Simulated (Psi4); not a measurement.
# A workflow on InH2S2F (SMILES [F][In]([SH])[SH]), part 2 of 3

Psi4 1.11.

## Step 3: A structure relaxation at PBE0-D4/def2-TZVP (density fitting, core potential) (run 2)

File calc.py:

```python
import psi4

psi4.set_memory(4400000000)
psi4.set_num_threads(2)
psi4.core.set_output_file('psi4.out', False)

m = psi4.geometry("""
F     -0.786189    -2.157468     0.441539
In    -0.296743    -0.287090     0.021034
S      2.077637     0.128899    -0.062125
S     -2.120915     1.245128    -0.327751
H      2.329388    -1.180696     0.230863
H     -1.258478     2.277047    -0.560900
symmetry c1
""")

psi4.set_options(dict(basis='def2-TZVP', scf_type='df', geom_maxiter=50, max_force_g_convergence=0.0002))

e_tot, wfn = psi4.optimize('pbe0-d4', return_wfn=True)
print('E =', round(e_tot, 9))
m.save_xyz_file('final.xyz', False)
```

Run with:

```bash
$ python calc.py
```

psi4.out:

```text
gradient() will perform analytic gradient computation.

   => Loading Basis Set <=

    Name: DEF2-TZVP
    Role: ORBITAL
    Keyword: BASIS

    !!!  WARNING: ECP capability is in beta. Please check occupations closely.  !!!

   => PBE0-D4(BJ,EEQ)ATM: Empirical Dispersion <=

        a1 =       0.400856
        a2 =       5.029288
       alp =      16.000000
        s6 =       1.000000
        s8 =       1.200655
        s9 =       1.000000
        ga =       3.000000
        gc =       2.000000
        wf =       6.000000

         ---------------------------------------------------------
                                   SCF
                              RKS Reference
                        2 Threads,   4196 MiB Core
         ---------------------------------------------------------

  ==> Geometry <==

    Molecular point group: c1
    Full point group: C1

    Geometry (in Angstrom), charge = 0, multiplicity = 1:

       Center              X                  Y                   Z               Mass
    ------------   -----------------  -----------------  -----------------  -----------------
         F           -0.539330486024    -2.012664227174     0.451507567861    18.998403162730
         IN          -0.049884486024    -0.142286227174     0.031002567861   114.903878776000
         S            2.324495513976     0.273702772826    -0.052156432139    31.972071174400
         S           -1.874056486024     1.389931772826    -0.317782432139    31.972071174400
         H            2.576246513976    -1.035892227174     0.240831567861     1.007825032230
         H           -1.011619486024     2.421850772826    -0.550931432139     1.007825032230

  Running in c1 symmetry.

  Rotational constants: A =      0.11769  B =      0.05378  C =      0.03691 [cm^-1]
  Rotational constants: A =   3528.35839  B =   1612.33292  C =   1106.63966 [MHz]
  Nuclear repulsion =  296.988927218251490

  Charge       = 0
  Multiplicity = 1
  Electrons    = 64
  Nalpha       = 32
  Nbeta        = 32

  ==> Algorithm <==

  SCF Algorithm Type is DF.
  DIIS enabled.
  MOM disabled.
  Fractional occupation disabled.
  Guess Type is SAD.
  Energy threshold   = 1.00e-08
  Density threshold  = 1.00e-08
  Integral threshold = 1.00e-12

  ==> Primary Basis <==

  Basis Set: DEF2-TZVP
    Blend: DEF2-TZVP
    Number of shells: 61
    Number of basis functions: 167
    Number of Cartesian functions: 191
    Spherical Harmonics?: true
    Max angular momentum: 3

  Core potential: DEF2-TZVP
    Number of shells: 4
    Number of ECP primitives: 18
    Number of ECP core electrons: 28
    Max angular momentum: 3

  ==> DFT Potential <==

   => LibXC <=

    Version 7.1.2

   => Composite Functional: PBE0-D4BJEEQATM <=

    PBE0-d4bjeeqatm Hyb-GGA Exchange-Correlation Functional

    Deriv               =              1
    GGA                 =           TRUE
    Meta                =          FALSE

    Exchange Hybrid     =           TRUE
    MP2 Hybrid          =          FALSE

   => Exchange Functionals <=

    0.7500   Perdew, Burke & Ernzerhof

   => Exact (HF) Exchange <=

    0.2500               HF

   => Correlation Functionals <=

    1.0000   Perdew, Burke & Ernzerhof

   => LibXC Density Thresholds  <==

    XC_HYB_GGA_XC_PBEH:  1.00E-15

   => Molecular Quadrature <=

    Radial Scheme          =       TREUTLER
    Pruning Scheme         =           NONE
    Nuclear Scheme         =       TREUTLER

    Blocking Scheme        =         OCTREE
    BS radius alpha        =              1
    Pruning alpha          =              1
    Radial Points          =             75
    Spherical Points       =            302
    Total Points           =         131120
    Total Blocks           =           1078
    Max Points             =            256
    Max Functions          =            154
    Weights Tolerance      =       1.00E-15

   => Loading Basis Set <=

    Name: (DEF2-TZVP AUX)
    Role: JKFIT
    Keyword: DF_BASIS_SCF

  ==> Integral Setup <==

  DFHelper Memory: AOs need 0.122 GiB; user supplied 2.662 GiB.
  SCF_SUBTYPE=INCORE selected. In-core MEM_DF algorithm will be used.
  Using in-core AOs.

  ==> MemDFJK: Density-Fitted J/K Matrices <==

    J tasked:                   Yes
    K tasked:                   Yes
    wK tasked:                   No
    Memory [MiB]:              2725
    Algorithm:                 Core
    Schwarz Cutoff:           1E-12
    Mask sparsity (%):       7.8526
    Fitting Condition:        1E-10

   => Auxiliary Basis Set <=

  Basis Set: (DEF2-TZVP AUX)
    Blend: DEF2-UNIVERSAL-JKFIT
    Number of shells: 159
    Number of basis functions: 587
    Number of Cartesian functions: 752
    Spherical Harmonics?: true
    Max angular momentum: 5

  Cached 100.0% of DFT collocation blocks in 0.412 [GiB].

  Minimum eigenvalue in the overlap matrix is 2.7112943861E-03.
  Reciprocal condition number of the overlap matrix is 5.5414838303E-04.
    Using symmetric orthogonalization.

  ==> Pre-Iterations <==

  SCF Guess: Superposition of Atomic Densities via on-the-fly atomic UHF (no occupation information).

   -------------------------
    Irrep   Nso     Nmo
   -------------------------
     A        167     167
   -------------------------
    Total     167     167
   -------------------------

  ==> Iterations <==

                           Total Energy        Delta E     RMS |[F,P]|

[... 2 lines left out ...]
   @DF-RKS iter   2: -1086.86707711388271    2.39281e-01   7.25376e-03 DIIS/ADIIS
[... 3 lines left out ...]
   @DF-RKS iter   6: -1087.36865457489603   -1.23828e-04   2.78181e-05 DIIS
[... 3 lines left out ...]
   @DF-RKS iter  10: -1087.36866389442662   -1.65619e-09   1.11429e-07 DIIS
[... 3 lines left out ...]
  Energy and wave function converged.
[... 36 lines left out ...]
    One-Electron Energy =               -2168.5746751279739328
[... 3 lines left out ...]
    VV10 Nonlocal Energy =                  0.0000000000000000
[... 17 lines left out ...]
 Dipole Z            :          2.6933288           -2.8619896           -0.1686608
[... 137 lines left out ...]
	   Step    Total Energy     Delta E     Max Force     RMS Force      Max Disp      RMS Disp   ~
[... 144 lines left out ...]
                           Total Energy        Delta E     RMS |[F,P]|
[... 4 lines left out ...]
   @DF-RKS iter   3: -1087.37056970802655   -3.78457e-04   2.46184e-05 DIIS
[... 3 lines left out ...]
   @DF-RKS iter   7: -1087.37057694241798   -6.96627e-09   1.56243e-07 DIIS
[... 9 lines left out ...]
    Final Occupation by Irrep:
[... 11 lines left out ...]
    Two-Electron Energy =                 850.4997656045626400
[... 3 lines left out ...]
    Total Energy =                      -1087.3705769427165251
[... 60 lines left out ...]
    Weights Tolerance      =       1.00E-15
[... 58 lines left out ...]
	  Convergence Criteria              o    2.00e-04 *             o             o             o
[... 112 lines left out ...]
   @DF-RKS iter   1: -1087.37063305146376   -3.14667e-03   2.26632e-05 DIIS
[... 3 lines left out ...]
   @DF-RKS iter   5: -1087.37064009293135   -3.26270e-08   4.29419e-07 DIIS
[... 3 lines left out ...]
  Energy and wave function converged.
[... 17 lines left out ...]
    One-Electron Energy =               -2180.2408570338375284
[... 3 lines left out ...]
    VV10 Nonlocal Energy =                  0.0000000000000000
[... 17 lines left out ...]
 Dipole Z            :          2.5777738           -2.7418351           -0.1640614
[... 100 lines left out ...]
	   Step    Total Energy     Delta E     Max Force     RMS Force      Max Disp      RMS Disp
[... 113 lines left out ...]
   @DF-RKS iter   0: -1087.37107687410162   -1.08737e+03   4.51439e-05
[... 3 lines left out ...]
   @DF-RKS iter   4: -1087.37065205014414   -8.35053e-09   6.35463e-07 DIIS
[... 3 lines left out ...]
   @DF-RKS iter   8: -1087.37065205477870   -9.09495e-13   2.75536e-09 DIIS
[... 17 lines left out ...]
    Nuclear Repulsion Energy =            302.8514655874694199
[... 3 lines left out ...]
    Empirical Dispersion Energy =          -0.0046586137210556
[... 17 lines left out ...]
 Dipole Y            :        -11.6750317           12.3969923            0.7219606
[... 96 lines left out ...]
	Measures of convergence in internal coordinates in au.
[... 99 lines left out ...]
                           Total Energy        Delta E     RMS |[F,P]|
[... 4 lines left out ...]
   @DF-RKS iter   3: -1087.37066026938987   -2.27651e-06   1.15797e-06 DIIS
[... 3 lines left out ...]
   @DF-RKS iter   7: -1087.37066028964955   -6.98037e-11   1.65247e-08 DIIS
[... 14 lines left out ...]
  @DF-RKS Final Energy: -1087.37066028965296
[... 6 lines left out ...]
    DFT Exchange-Correlation Energy =     -59.8638636401574331
[... 17 lines left out ...]
 Dipole X            :         -4.6573837            5.0720677            0.4146840
[... 95 lines left out ...]
	                                 ==> Convergence Check <==
[... 81 lines left out ...]
    Weights Tolerance      =       1.00E-15
[... 34 lines left out ...]
   @DF-RKS iter   2: -1087.37066732829612   -7.15004e-08   9.46909e-06 DIIS
[... 3 lines left out ...]
   @DF-RKS iter   6: -1087.37066842511263   -3.39469e-10   8.07797e-08 DIIS
[... 14 lines left out ...]
  @DF-RKS Final Energy: -1087.37066842521949
[... 6 lines left out ...]
    DFT Exchange-Correlation Energy =     -59.8639307710566158
[... 17 lines left out ...]
 Dipole X            :         -4.5763007            4.9951050            0.4188043
[... 95 lines left out ...]
	                                 ==> Convergence Check <==
[... 81 lines left out ...]
    Weights Tolerance      =       1.00E-15
[... 34 lines left out ...]
   @DF-RKS iter   2: -1087.37067080588304    3.36793e-08   1.15771e-05 DIIS
[... 3 lines left out ...]
   @DF-RKS iter   6: -1087.37067255255283   -4.68390e-10   8.02014e-08 DIIS
[... 28 lines left out ...]
    Final Occupation by Irrep:
[... 4 lines left out ...]

  @DF-RKS Final Energy: -1087.37067255266084

   => Energetics <=

    Nuclear Repulsion Energy =            302.8239573076716624
    One-Electron Energy =               -2180.2710847628004558
    Two-Electron Energy =                 849.9450620062376629
    DFT Exchange-Correlation Energy =     -59.8639582573686226
    Empirical Dispersion Energy =          -0.0046488464010577
    VV10 Nonlocal Energy =                  0.0000000000000000
    Total Energy =                      -1087.3706725526610626

Computation Completed

Properties will be evaluated at   0.000000,   0.000000,   0.000000 [a0]

Properties computed using the SCF density matrix

 Multipole Moments:

 ------------------------------------------------------------------------------------
     Multipole            Electronic (a.u.)      Nuclear  (a.u.)        Total (a.u.)
 ------------------------------------------------------------------------------------

 L = 1.  Multiply by 2.5417464519 to convert [e a0] to [Debye]
 Dipole X            :         -4.4316157            4.8569280            0.4253124
 Dipole Y            :        -11.0733695           11.8176273            0.7442578
 Dipole Z            :          2.5152293           -2.6796079           -0.1643786
 Magnitude           :                                                    0.8728291

 ------------------------------------------------------------------------------------

	total time  =          2 seconds =       0.03 minutes

         ------------------------------------------------------------
                                   SCF GRAD
         ------------------------------------------------------------

  ==> Geometry <==

    Molecular point group: c1
    Full point group: C1

    Geometry (in Angstrom), charge = 0, multiplicity = 1:

       Center              X                  Y                   Z               Mass
    ------------   -----------------  -----------------  -----------------  -----------------
         F           -0.543826277447    -1.961184309224     0.439489443110    18.998403162730
         IN          -0.042772802159    -0.125902139101     0.028710546450   114.903878776000
         S            2.288196975355     0.236433208512    -0.046391715731    31.972071174400
         S           -1.857934659616     1.339275422161    -0.308597742018    31.972071174400
         H            2.531875261093    -1.053968493640     0.245878030766     1.007825032230
         H           -1.053231336270     2.390853150092    -0.542360610554     1.007825032230

  Nuclear repulsion =  302.823957307671662

   => Molecular Quadrature <=

    Radial Scheme          =       TREUTLER
    Pruning Scheme         =           NONE
    Nuclear Scheme         =       TREUTLER

    Blocking Scheme        =         OCTREE
    BS radius alpha        =              1
    Pruning alpha          =              1
    Radial Points          =             75
    Spherical Points       =            302
    Total Points           =         131043
    Total Blocks           =           1074
    Max Points             =            256
    Max Functions          =            154
    Weights Tolerance      =       1.00E-15

  -Total Gradient:
     Atom            X                  Y                   Z
    ------   -----------------  -----------------  -----------------
       1       -0.000036553163     0.000022740716    -0.000022431146
       2        0.000016290980    -0.000053202274     0.000060126126
       3       -0.000024071484    -0.000013799992    -0.000014363028
       4        0.000030412958     0.000009064473    -0.000015678509
       5        0.000031794386    -0.000020567608     0.000008167636
       6        0.000022859957     0.000023283974    -0.000005175558

	total time  =          2 seconds =       0.03 minutes

    			-----------------------------------------

    			 OPTKING 3.0: for geometry optimizations

    			        with contributions from

    			-----------------------------------------

	                            ===> Fragment 1 <==

	 Z (Atomic Numbers)          Masses                          Geom
	       9.000000            18.998403         -1.02768272 -3.70610123  0.83051468
	      49.000000            114.903879        -0.08082888 -0.23792056  0.05425507
	      16.000000            31.972071          4.32406560  0.44679401 -0.08766764
	      16.000000            31.972071         -3.51098767  2.53086375 -0.58316522
	       1.000000             1.007825          4.78455083 -1.99171180  0.46464214
	       1.000000             1.007825         -1.99031877  4.51805766 -1.02491302

	 - Coordinate -           - BOHR/RAD -       - ANG/DEG -
	 R(1,2)           =         3.677960           1.946293
	 R(2,3)           =         4.460053           2.360158
	 R(2,4)           =         4.454039           2.356976
[... 10 lines of this table left out ...]
	 D(4,2,3,5)       =         3.142137         180.031166

	        --- Internal Coordinate Step in ANG or DEG, aJ/ANG or AJ/DEG ---
	-------------------------------------------------------------------------------
	           Coordinate      Previous         Force          Change          New
	           ----------      --------        ------          ------        ------
	               R(1,2)       1.94629        0.00016        0.00010       1.94639
	               R(2,3)       2.36016       -0.00005       -0.00006       2.36010
	               R(2,4)       2.35698       -0.00004       -0.00002       2.35695
[... 10 lines of this table left out ...]
	           D(4,2,3,5)     180.03117       -0.00000       -0.03842     179.99275
	-------------------------------------------------------------------------------

	                                 ==> Convergence Check <==

	Measures of convergence in internal coordinates in au.

	Criteria marked as inactive (o), active & met (*), and active & unmet ( ).

	----------------------------------------------------------------------------------------------
	   Step    Total Energy     Delta E     Max Force     RMS Force      Max Disp      RMS Disp
	----------------------------------------------------------------------------------------------
	  Convergence Criteria              o    2.00e-04 *             o             o             o
	----------------------------------------------------------------------------------------------
	     7   -1087.37067255   -4.13e-06 o    9.22e-05 *    4.39e-05 o    1.59e-03 o    7.62e-04 o  ~
	----------------------------------------------------------------------------------------------

Next Geometry in Ang
	Fragment 1 (Ang)

	    F  -0.5431039106  -1.9601266534   0.4395774619
	   In  -0.0418483133  -0.1250362786   0.0277131480
	    S   2.2893242935   0.2359037269  -0.0459746278
	    S  -1.8583113655   1.3387846923  -0.3083217193
	    H   2.5307464650  -1.0549876871   0.2460481611
	    H  -1.0545000082   2.3909690387  -0.5423144720

    Final optimized geometry and variables:
    Molecular point group: c1
    Full point group: C1

    Geometry (in Angstrom), charge = 0, multiplicity = 1:

    F           -0.543826277447    -1.961184309224     0.439489443110
    IN          -0.042772802159    -0.125902139101     0.028710546450
    S            2.288196975355     0.236433208512    -0.046391715731
    S           -1.857934659616     1.339275422161    -0.308597742018
    H            2.531875261093    -1.053968493640     0.245878030766
    H           -1.053231336270     2.390853150092    -0.542360610554

[set-up sections that repeat, and orbital energies of the middle runs, are left out above]
```

The script printed:

```text
Some dependencies such as QCElemental have not yet finished migration to pydantic v2. If issues are encountered please downgrade pydantic or upgrade QCElemental as appropriate
	Previous geometry is closer to target in internal coordinates, so using that one.

	Best geometry has RMS(Delta(q)) = 1.84e-07

Optimizer: Optimization complete!
E = -1087.370672553
```

Run time: 35 s. Hardware: 2 threads of Intel Xeon 6975P-C (Granite Rapids), shared host; peak memory 0.95 GiB.

Steps, from the record of the run:

```
step  energy from the first frame kept (eV)  largest force (eV/Å)
   0                                 0.0000                0.7933
   1                                -0.0521                0.2249
   2                                -0.0538                0.0353
   3                                -0.0541                0.0232
   4                                -0.0543                0.0400
   5                                -0.0545                0.0194
   6                                -0.0547                0.0042
```

After the run. Bond lengths: F1–In2 1.946 Å, In2–S3 2.360 Å, In2–S4 2.357 Å, S3–H5 1.345 Å, S4–H6 1.345 Å. Angles: F1–In2–S3 113.9°, F1–In2–S4 114.7°, S3–In2–S4 131.3°, In2–S3–H5 91.4°, In2–S4–H6 92.9°.

Runs 3 to 9 aren't shown in full; the table further down has their settings and results.

## Step 4: A single-point energy at MP2/def2-QZVPP (density fitting, core potential, density fitting for correlation) (run 10)

File fh2ins2.xyz:

```xyz
6
FH2InS2
F     -0.790685    -2.105988     0.429521
In    -0.289631    -0.270706     0.018742
S      2.041338     0.091629    -0.056360
S     -2.104793     1.194472    -0.318566
H      2.285017    -1.198772     0.235909
H     -1.300090     2.246049    -0.552329
```

File run.py:

```python
import psi4

psi4.set_memory(4400000000)
psi4.set_num_threads(2)
psi4.set_output_file('psi4.out', False)

with open('fh2ins2.xyz') as f:
    atoms = ''.join(f.readlines()[2:])
molecule = psi4.geometry('0 1\n' + atoms + 'symmetry c1')

options = {'basis': 'def2-QZVPP', 'reference': 'rhf', 'scf_type': 'df', 'num_frozen_docc': 15}
psi4.set_options(options)

energy_value = psi4.energy("mp2")
print('E =', round(energy_value, 9))
```

Run with:

```bash
$ python run.py
```

psi4.out, shortened:

```text
[...]
    !!!  WARNING: ECP capability is in beta. Please check occupations closely.  !!!
[...]
  Running in c1 symmetry.
[...]
  Nuclear repulsion =  302.823985947256460
[...]
  Multiplicity = 1
[...]
  Nalpha       = 32
  Nbeta        = 32
[...]
    Number of basis functions: 339
[...]
   @DF-RHF iter   1: -1084.91733276433979   -1.55922e+00   1.99127e-03 ADIIS/DIIS
[...]
   @DF-RHF iter  12: -1085.08265838910961   -1.90994e-11   3.26536e-09 DIIS
[...]
  @DF-RHF Final Energy: -1085.08265838910961
   => Energetics <=
    Nuclear Repulsion Energy =            302.8239859472564603
    One-Electron Energy =               -2179.8902246143193224
    Two-Electron Energy =                 791.9835802779532514
    Total Energy =                      -1085.0826583891096107
[...]
```

On the terminal:

```text
E = -1086.212510029
```

It took 8.1 s on 2 threads of Intel Xeon 6975P-C (Granite Rapids), shared host; peak memory 1.1 GiB.

(Continued in part 3 of 3.)
